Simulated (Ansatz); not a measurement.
# Ge4I: the cost of one run

Computed with Ansatz 0.2.0 (DFT PBE, scalar-relativistic, plane waves, PAW, unless a step's input says otherwise).

**1. Starting point**

Symmetry: P4/mmm, No. 123, tetragonal system. Conventional cell: a = 4.497 Å, b = 4.497 Å, c = 6.360 Å, α = 90.00°, β = 90.00°, γ = 90.00°. Around Ge (site symmetry 2mm) lie 2 I at 2.75 Å. Around I (site symmetry 4/mmm) lie 8 Ge at 2.75 Å.

Structure file:

```cif
data_structure
_symmetry_space_group_name_H-M 'P 1'
_symmetry_Int_Tables_number 1
_cell_length_a 4.4973
_cell_length_b 4.4973
_cell_length_c 6.3601
_cell_angle_alpha 90.000
_cell_angle_beta 90.000
_cell_angle_gamma 90.000
_cell_volume 128.64
loop_
_atom_site_label
_atom_site_type_symbol
_atom_site_fract_x
_atom_site_fract_y
_atom_site_fract_z
_atom_site_occupancy
Ge1 Ge 0.50000 0.00000 0.25000 1
Ge2 Ge 0.00000 0.50000 0.75000 1
Ge3 Ge 0.50000 0.00000 0.75000 1
Ge4 Ge 0.00000 0.50000 0.25000 1
I1 I 0.00000 0.00000 0.00000 1
```

The cell is invented: ordered vacancies on the anion sites of antifluorite (P4/mmm, No. 123). Its size is a rough estimate.

**2. A first look at the guess**

input.yaml

```yaml
crystal:
  lattice:
    - [4.49726317, 0.0, 0.0]
    - [0.0, 4.49726317, 0.0]
    - [0.0, 0.0, 6.36009057]
  atoms:
    - { symbol: Ge, position: [0.5, 0.0, 0.25] }
    - { symbol: Ge, position: [0.0, 0.5, 0.75] }
    - { symbol: Ge, position: [0.5, 0.0, 0.75] }
    - { symbol: Ge, position: [0.0, 0.5, 0.25] }
    - { symbol: I, position: [0.0, 0.0, 0.0] }
basis:
  ecutwfc: 420
kpoints:
  mp_grid: { grid: [4, 4, 4] }
hamiltonian:
  xc: pbe
scf:
  occupations: { method: gaussian, width: 0.1 }
  lower_state_search: "off"
output:
  forces: true
  stress: true
  eigenvalues: true
```

On the command line:

```console
> ansatz run input.yaml --threads 1 --pin off --max-ram 2048MiB --backend cpu --events-out ev --progress --plain --runs-dir out
```

What time and memory should one allow on 1 thread of Arm Neoverse V1, shared host?

About 7.6 s, with a peak of 0.4 GiB.
